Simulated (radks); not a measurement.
# Ionising iodine step by step, I³⁶⁺ to I⁵²⁺

Wanted: the ionisation ladder of iodine and its errors against NIST. The LB94 potential has no energy functional, so minus the highest eigenvalue is the estimate.

Program: radks (a radial shooting solver on a logarithmic mesh, Libxc functionals) version 1. Level of theory: Dirac Kohn-Sham, LB94 model potential, spin-unpolarised, spherical densities, finite nucleus; open shells fill j = l - 1/2 first. These are calculated values, not measurements, unless marked.

**1. Starting point**

```
element             : iodine (Z = 53)
charges             : 36 to 52
first configuration : [Ne] 3s2 3p5
last configuration  : 1s1
```

LB94 adds a gradient term to the LDA potential that gives it a −1/r tail. It is a model potential with no energy functional, so Etot and Exc are not given.

**2. I³⁶⁺, [Ne] 3s2 3p5**

The run's settings:

```text
Z 53
configuration [Ne] 3s2 3p5
relativity Dirac
functional lda,pw
model_potential LB94
spin unpolarised
j_filling energy
nucleus finite rms 4.75 fm
c 137.035999084
```

**3. I³⁷⁺, [Ne] 3s2 3p4**

Settings, as their differences from step 2:

```diff
@@ -1,3 +1,3 @@
 Z 53
-configuration [Ne] 3s2 3p5
+configuration [Ne] 3s2 3p4
 relativity Dirac
```

**4. I³⁸⁺, [Ne] 3s2 3p3**

Settings, as their differences from step 3:

```diff
@@ -1,3 +1,3 @@
 Z 53
-configuration [Ne] 3s2 3p4
+configuration [Ne] 3s2 3p3
 relativity Dirac
```

**5. I³⁹⁺, [Ne] 3s2 3p2**

Settings, as their differences from step 4:

```diff
@@ -1,3 +1,3 @@
 Z 53
-configuration [Ne] 3s2 3p3
+configuration [Ne] 3s2 3p2 4s0 3d0
 relativity Dirac
```

**6. I⁴⁰⁺, [Ne] 3s2 3p1**

Settings, as their differences from step 5:

```diff
@@ -1,3 +1,3 @@
 Z 53
-configuration [Ne] 3s2 3p2 4s0 3d0
+configuration [Ne] 3s2 3p1
 relativity Dirac
```

**7. I⁴¹⁺, [Ne] 3s2**

Settings, as their differences from step 6:

```diff
@@ -1,3 +1,3 @@
 Z 53
-configuration [Ne] 3s2 3p1
+configuration [Ne] 3s2
 relativity Dirac
```

**8. I⁴²⁺, [Ne] 3s1**

Settings, as their differences from step 7:

```diff
@@ -1,3 +1,3 @@
 Z 53
-configuration [Ne] 3s2
+configuration [Ne] 3s1 3p0 4s0
 relativity Dirac
```

**9. I⁴³⁺, [Ne]**

Settings, as their differences from step 8:

```diff
@@ -1,3 +1,3 @@
 Z 53
-configuration [Ne] 3s1 3p0 4s0
+configuration [Ne]
 relativity Dirac
```

**10. I⁴⁴⁺, [He] 2s2 2p5**

Settings, as their differences from step 9:

```diff
@@ -1,3 +1,3 @@
 Z 53
-configuration [Ne]
+configuration [He] 2s2 2p5
 relativity Dirac
```

**11. I⁴⁵⁺, [He] 2s2 2p4**

Settings, as their differences from step 10:

```diff
@@ -1,3 +1,3 @@
 Z 53
-configuration [He] 2s2 2p5
+configuration [He] 2s2 2p4 3s0 3p0
 relativity Dirac
```

**12. I⁴⁶⁺, [He] 2s2 2p3**

Settings, as their differences from step 11:

```diff
@@ -1,3 +1,3 @@
 Z 53
-configuration [He] 2s2 2p4 3s0 3p0
+configuration [He] 2s2 2p3 3s0 3p0
 relativity Dirac
```

**13. I⁴⁷⁺, [He] 2s2 2p2**

Settings, as their differences from step 12:

```diff
@@ -1,3 +1,3 @@
 Z 53
-configuration [He] 2s2 2p3 3s0 3p0
+configuration [He] 2s2 2p2
 relativity Dirac
```

**14. I⁴⁸⁺, [He] 2s2 2p1**

Settings, as their differences from step 13:

```diff
@@ -1,3 +1,3 @@
 Z 53
-configuration [He] 2s2 2p2
+configuration [He] 2s2 2p1 3s0 3p0
 relativity Dirac
```

**15. I⁴⁹⁺, [He] 2s2**

Settings, as their differences from step 14:

```diff
@@ -1,3 +1,3 @@
 Z 53
-configuration [He] 2s2 2p1 3s0 3p0
+configuration [He] 2s2
 relativity Dirac
```

**16. I⁵⁰⁺, [He] 2s1**

Settings, as their differences from step 15:

```diff
@@ -1,3 +1,3 @@
 Z 53
-configuration [He] 2s2
+configuration [He] 2s1
 relativity Dirac
```

**17. I⁵¹⁺, [He]**

Settings, as their differences from step 16:

```diff
@@ -1,3 +1,3 @@
 Z 53
-configuration [He] 2s1
+configuration [He]
 relativity Dirac
```

**18. I⁵²⁺, 1s1**

Settings, as their differences from step 17:

```diff
@@ -1,3 +1,3 @@
 Z 53
-configuration [He]
+configuration 1s1
 relativity Dirac
```

What does the calculation give? Wanted: for each run, species; configuration; −ε(HOMO); NIST; error.

**Answer**, as computed:

```
species  configuration  −ε(HOMO) (eV)           NIST (eV)  error (%)
   I³⁶⁺   [Ne] 3s2 3p5         2508.7       2510 (theory)       -0.1
   I³⁷⁺   [Ne] 3s2 3p4         2592.2       2598 (theory)       -0.2
   I³⁸⁺   [Ne] 3s2 3p3         2676.5       2680 (theory)       -0.1
   I³⁹⁺   [Ne] 3s2 3p2         2839.8       2836 (theory)       +0.1
   I⁴⁰⁺   [Ne] 3s2 3p1         2928.2       2926 (theory)       +0.1
   I⁴¹⁺       [Ne] 3s2         3110.7       3096 (theory)       +0.5
   I⁴²⁺       [Ne] 3s1         3195.9  3185.5 (semi-emp.)       +0.3
   I⁴³⁺           [Ne]         7308.4       7337 (theory)       -0.4
   I⁴⁴⁺   [He] 2s2 2p5         7539.0       7563 (theory)       -0.3
   I⁴⁵⁺   [He] 2s2 2p4         7771.9       7811 (theory)       -0.5
   I⁴⁶⁺   [He] 2s2 2p3         8006.9       8044 (theory)       -0.5
   I⁴⁷⁺   [He] 2s2 2p2         8583.2       8601 (theory)       -0.2
   I⁴⁸⁺   [He] 2s2 2p1         8833.9       8867 (theory)       -0.4
   I⁴⁹⁺       [He] 2s2         9201.4       9196 (theory)       +0.1
   I⁵⁰⁺       [He] 2s1         9409.2     9421.1 (theory)       -0.1
   I⁵¹⁺           [He]          38691    38717.0 (theory)       -0.1
   I⁵²⁺            1s1          39525    39721.5 (theory)       -0.5
```

Reference values: NIST Atomic Spectra Database (exp. measured, semi-emp. semi-empirical, theory a theoretical value adopted there). Per unit of the charge left behind, the cost jumps most at I⁵¹⁺ ([He]): from 9409.2 to 38691 eV. There the highest level belongs to another shell. Spin polarisation and multiplet splitting are left out.
